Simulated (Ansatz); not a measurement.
# A workflow on C2H5BClF (SMILES BC(F)CCl)

We compute a series of 14 runs (HF/STO-3G, UHF/STO-3G, HF/3-21G, UHF/3-21G, HF/6-31G*, B3LYP/6-31G*, MP2/6-31G*) of C2H5BClF. 

Program for the calculation: Ansatz 0.2.0.

## Step 1: The structure to begin with

C2H5BClF: 10 atoms, total charge 0, spin state singlet. As SMILES, `BC(F)CCl`. Geometry: relaxed at PBE0-D4/def2-TZVP. This is one conformer, not always the lowest. The run starts from this shape.

Bond lengths: B1–C2 1.558 Å, C2–F3 1.386 Å, C2–C4 1.509 Å, C4–Cl5 1.782 Å, B1–H6 1.192 Å, B1–H7 1.195 Å, C2–H8 1.109 Å, C4–H9 1.090 Å, C4–H10 1.089 Å. Some angles: B1–C2–F3 113.9°, B1–C2–C4 115.3°, F3–C2–C4 109.7°, C2–C4–Cl5 112.6°, B1–C2–H8 102.6°, F3–C2–H8 107.0°, C4–C2–H8 107.5°, C2–B1–H6 120.8°, C2–B1–H7 118.2°, C2–C4–H9 110.7°.

## Step 2: A structure relaxation at HF/STO-3G (start density atoms) (run 1)

in.yaml

```yaml
crystal:
  periodic: [false, false, false]
  atoms:
    - {symbol: B, position_ang: [-1.309200, -0.711700, -0.281200]}
    - {symbol: C, position_ang: [0.178900, -0.496800, 0.126500]}
    - {symbol: F, position_ang: [0.520300, -1.080300, 1.336000]}
    - {symbol: C, position_ang: [0.655300, 0.934900, 0.100000]}
    - {symbol: Cl, position_ang: [2.428700, 1.067800, 0.206300]}
    - {symbol: H, position_ang: [-2.010300, -1.450800, 0.336900]}
    - {symbol: H, position_ang: [-1.707400, -0.172300, -1.270600]}
    - {symbol: H, position_ang: [0.728500, -1.046200, -0.665100]}
    - {symbol: H, position_ang: [0.248500, 1.491800, 0.943700]}
    - {symbol: H, position_ang: [0.349800, 1.412800, -0.829700]}
basis:
  gaussian: {orbitals: STO-3G}
hamiltonian: {xc: hf}
relax: {f_tol: 0.002}
output: {orbitals: {seedname: orbitals}}
```

The run is started by

```
ansatz run in.yaml --threads 1 --pin off --max-ram 3480MiB --events-out events.jsonl --progress --plain --runs-dir runs
```

Log:

```text
Warning: RAYON_NUM_THREADS=1 ignored (pool sized by the plan → 1); use --threads N
The last accepted step is kept in runs//last_step.txt (removed where the run ends without a failure and the disk answers)
[... 81 lines left out ...]
Total energy: -17815.00673822 eV, -654.6894221843 hartree
[... 10 lines left out ...]
Dipole moment:    -0.557626     0.014401    -0.288949 e Å
```

Run time: 15 s. Hardware: 1 thread of Arm Neoverse V1, shared host; peak memory 0.13 GiB.

The path in brief:

```tsv
step	energy from the first frame kept (eV)	largest force (eV/Å)
1	0.0000	2.0881
2	-0.1291	0.4655
3	-0.1370	0.1349
4	-0.1363	0.2548
5	-0.1380	0.0146
6	-0.1385	0.0308
7	-0.1389	0.0173
8	-0.1389	0.0084
9	-0.1390	0.0062
10	-0.1390	0.0038
11	-0.1390	0.0025
```

After the run. Bond lengths: B1–C2 1.595 Å, C2–F3 1.390 Å, C2–C4 1.558 Å, C4–Cl5 1.816 Å, B1–H6 1.161 Å, B1–H7 1.161 Å, C2–H8 1.103 Å, C4–H9 1.091 Å, C4–H10 1.090 Å. Some angles: B1–C2–F3 113.7°, B1–C2–C4 111.4°, F3–C2–C4 109.8°, C2–C4–Cl5 111.5°, B1–C2–H8 106.1°, F3–C2–H8 108.7°, C4–C2–H8 106.7°, C2–B1–H6 120.5°, C2–B1–H7 119.1°, C2–C4–H9 111.3°.

## Step 3: Vibrational wavenumbers at HF/STO-3G (start density atoms) (run 2)

run.yaml

```yaml
crystal:
  periodic: [false, false, false]
  atoms:
    - symbol: B
      position_ang: [-1.335357, -0.711294, -0.267593]
    - symbol: C
      position_ang: [0.208743, -0.553390, 0.098272]
    - symbol: F
      position_ang: [0.556923, -1.130080, 1.314111]
    - symbol: C
      position_ang: [0.648534, 0.940626, 0.077737]
    - symbol: Cl
      position_ang: [2.440073, 1.109369, 0.320032]
    - symbol: H
      position_ang: [-2.022812, -1.402774, 0.362336]
    - symbol: H
      position_ang: [-1.757013, -0.147038, -1.190463]
    - symbol: H
      position_ang: [0.767391, -1.060105, -0.707152]
    - symbol: H
      position_ang: [0.168865, 1.506071, 0.877377]
    - symbol: H
      position_ang: [0.407752, 1.397815, -0.881859]
basis:
  gaussian:
    orbitals: STO-3G
hamiltonian:
  xc: hf
phonons:
  temperatures: {t_min: 298.15, t_max: 298.15, t_step: 1}
```

The run is started by

```
ansatz run run.yaml --threads 1 --pin off --max-ram 3480MiB --events-out events.jsonl --progress --plain --runs-dir runs
```

Log:

```text
Warning: RAYON_NUM_THREADS=1 ignored (pool sized by the plan → 1); use --threads N
[... 326 lines left out ...]
Total energy: -17815.00671771 eV, -654.6894214307 hartree
[... 10 lines left out ...]
Dipole moment:    -0.557626     0.014400    -0.288948 e Å
Vibrations: 90.49 166.95 223.04 336.33 462.45 488.89 891.74 944.94 992.63 1022.27 1193.45 1231.06 1364.76 1405.51 1455.19 1508.95 1594.16 1637.35 1760.94 3188.95 3346.92 3526.32 3613.01 3742.03 cm⁻¹, zero-point energy 2.243391 eV
```

Wall time 38 s (1 thread of Arm Neoverse V1, shared host); peak memory 0.082 GiB.

Runs 3 to 9 aren't shown in full; the table further down has their settings and results.

## Step 4: Vibrational wavenumbers at HF/6-31G(d) (Cartesian functions, start density atoms) (run 10)

run.yaml

```yaml
crystal:
  periodic: [false, false, false]
  atoms:
    - {symbol: B, position_ang: [-1.323791, -0.709603, -0.277066]}
    - {symbol: C, position_ang: [0.207921, -0.522438, 0.081212]}
    - {symbol: F, position_ang: [0.521435, -1.087998, 1.295936]}
    - {symbol: C, position_ang: [0.652228, 0.928541, 0.090106]}
    - {symbol: Cl, position_ang: [2.426049, 1.098169, 0.271387]}
    - {symbol: H, position_ang: [-2.022340, -1.391448, 0.393905]}
    - {symbol: H, position_ang: [-1.749733, -0.186287, -1.255729]}
    - {symbol: H, position_ang: [0.778672, -1.054575, -0.679345]}
    - {symbol: H, position_ang: [0.208275, 1.460772, 0.917522]}
    - {symbol: H, position_ang: [0.384385, 1.414067, -0.835128]}
basis:
  gaussian:
    orbitals: "6-31G*"
hamiltonian:
  xc: hf
phonons:
  temperatures: {t_min: 298.15, t_max: 298.15, t_step: 1}
```

The run is started by

```
ansatz run run.yaml --threads 1 --pin off --max-ram 3480MiB --events-out events.jsonl --progress --plain --runs-dir runs
```

Log:

```text
Warning: RAYON_NUM_THREADS=1 ignored (pool sized by the plan → 1); use --threads N
[... 324 lines left out ...]
Total energy: -18019.89498618 eV, -662.2189264186 hartree
[... 10 lines left out ...]
Dipole moment:    -0.525122     0.085675    -0.374484 e Å
Vibrations: 113.42 176.75 235.48 323.83 437.83 479.28 778.57 836.91 905.28 953.71 1112.11 1159.15 1224.65 1312.68 1352.67 1387.06 1485.96 1502.61 1619.65 2742.68 2833.95 3185.03 3287.66 3351.24 cm⁻¹, zero-point energy 2.033228 eV
```

It took 1.8 min on 1 thread of Arm Neoverse V1, shared host; peak memory 0.17 GiB.

Runs 11 to 13 aren't shown in full; the table further down has their settings and results.

## Step 5: The harmonic vibrations at MP2/6-31G(d) (Cartesian functions, start density atoms) (run 14)

job.yaml

```yaml
crystal:
  periodic: [false, false, false]
  atoms:
    - {symbol: B, position_ang: [-1.316777, -0.705178, -0.274269]}
    - {symbol: C, position_ang: [0.205073, -0.518578, 0.076129]}
    - {symbol: F, position_ang: [0.538638, -1.099003, 1.310750]}
    - {symbol: C, position_ang: [0.652576, 0.930620, 0.088302]}
    - {symbol: Cl, position_ang: [2.419895, 1.082170, 0.284240]}
    - {symbol: H, position_ang: [-2.022550, -1.375265, 0.410065]}
    - {symbol: H, position_ang: [-1.741783, -0.194956, -1.265926]}
    - {symbol: H, position_ang: [0.777736, -1.051110, -0.702838]}
    - {symbol: H, position_ang: [0.191475, 1.459905, 0.923673]}
    - {symbol: H, position_ang: [0.378817, 1.420597, -0.847326]}
basis:
  gaussian:
    orbitals: "6-31G*"
magnetization:
  spin_polarized: false
correlation:
  method: mp2
phonons:
  temperatures: {t_min: 298.15, t_max: 298.15, t_step: 1}
```

The run is started by

```
ansatz run job.yaml --threads 1 --pin off --max-ram 3480MiB --events-out events.jsonl --progress --plain --runs-dir runs
```

Log:

```text
Warning: RAYON_NUM_THREADS=1 ignored (pool sized by the plan → 1); use --threads N
[... 55 lines left out ...]
9 core orbitals not correlated: weight in the atoms' cores, before any rotation towards them, 1.000 or more for the frozen orbitals, at most 0.000 for the correlated occupied ones
[... 202 lines left out ...]
9 core orbitals not correlated: weight in the atoms' cores, before any rotation towards them, 1.000 or more for the frozen orbitals, at most 0.000 for the correlated occupied ones
[... 203 lines left out ...]
Dipole moment:    -0.453188     0.093739    -0.344510 e Å
[... 1 line left out ...]
Checks for a lower state left out: cluster_reference
```

Wall time 4.2 min (1 thread of Arm Neoverse V1, shared host); peak memory 0.2 GiB.

## Step 6: The series

```tsv
run	level	task	walk f tol	partner	energy (Eh)	dipole moment (D)	wall time
1	HF/STO-3G (start density atoms)	optimise	0.002	base	-654.689422	3.02	15 s
2	HF/STO-3G (start density atoms)	frequencies	–	base	-654.689421	3.02	38 s
3	UHF/STO-3G (start density atoms)	energy	–	cation	-654.371530	–	1.1 s
4	UHF/STO-3G (start density atoms)	optimise	–	cation	-654.391272	–	20 s
5	HF/3-21G (start density atoms)	optimise	0.002	base	-658.924296	3.86	18 s
6	HF/3-21G (start density atoms)	frequencies	–	base	-658.924297	3.86	43 s
7	UHF/3-21G (start density atoms)	energy	–	cation	-658.544924	–	4.2 s
8	UHF/3-21G (start density atoms)	optimise	–	cation	-658.567835	–	49 s
9	HF/6-31G* (Cartesian functions, start density atoms)	optimise	0.002	base	-662.218926	3.13	30 s
10	HF/6-31G* (Cartesian functions, start density atoms)	frequencies	–	base	-662.218926	3.13	1.8 min
11	B3LYP/6-31G* (Cartesian functions, start density atoms)	optimise	0.002	base	-664.075895	2.69	56 s
12	B3LYP/6-31G* (Cartesian functions, start density atoms)	frequencies	–	base	-664.075895	2.69	3.3 min
13	MP2/6-31G* (Cartesian functions, start density atoms)	optimise	0.002	base	-662.847546	2.77	50 s
14	MP2/6-31G* (Cartesian functions, start density atoms)	frequencies	–	base	-662.847547	2.77	4.2 min
```

## Step 7: Results

| quantity | value |
| --- | --- |
| run 14, MP2/6-31G*: total energy | -662.84755 Eh |
| run 14, MP2/6-31G*: dipole moment (correlated density) | 2.77 D |
| run 14, MP2/6-31G*: correlation energy (9 core orbitals frozen) | -629.7 mEh |
| run 14, MP2/6-31G*: largest force on an atom | 0.002 eV/Å |
| run 14, MP2/6-31G*: lowest harmonic wavenumber | 111 cm⁻¹ |
| run 14, MP2/6-31G*: highest harmonic wavenumber | 3227 cm⁻¹ |
| run 14, MP2/6-31G*: zero-point energy | 188.2 kJ/mol |
| vertical ionisation energy (to the doublet cation), HF/STO-3G | 8.650 eV |
| vertical ionisation energy (to the doublet cation), HF/3-21G | 10.323 eV |
| adiabatic ionisation energy (to the doublet cation, no zero-point term), HF/STO-3G | 8.113 eV |
| adiabatic ionisation energy (to the doublet cation, no zero-point term), HF/3-21G | 9.700 eV |

In words: At HF/STO-3G: the vertical ionisation energy comes to 8.65 eV (835 kJ/mol). In a minimal basis such a difference can be off by several eV, whatever the method. At HF/3-21G: removing an electron at fixed nuclei costs 10.32 eV (238 kcal/mol). At HF/STO-3G: the adiabatic ionisation energy (to the doublet cation, no zero-point term) is 8.11 eV (187 kcal/mol). At HF/3-21G: the adiabatic ionisation energy (to the doublet cation, no zero-point term) is 9.70 eV (224 kcal/mol). The second species lost a bond as it relaxed, so this leads to another structure. In runs 1, 2, 3, 4 the basis is minimal, so the values are rough. All runs together took 15 min, the longest 4.2 min.
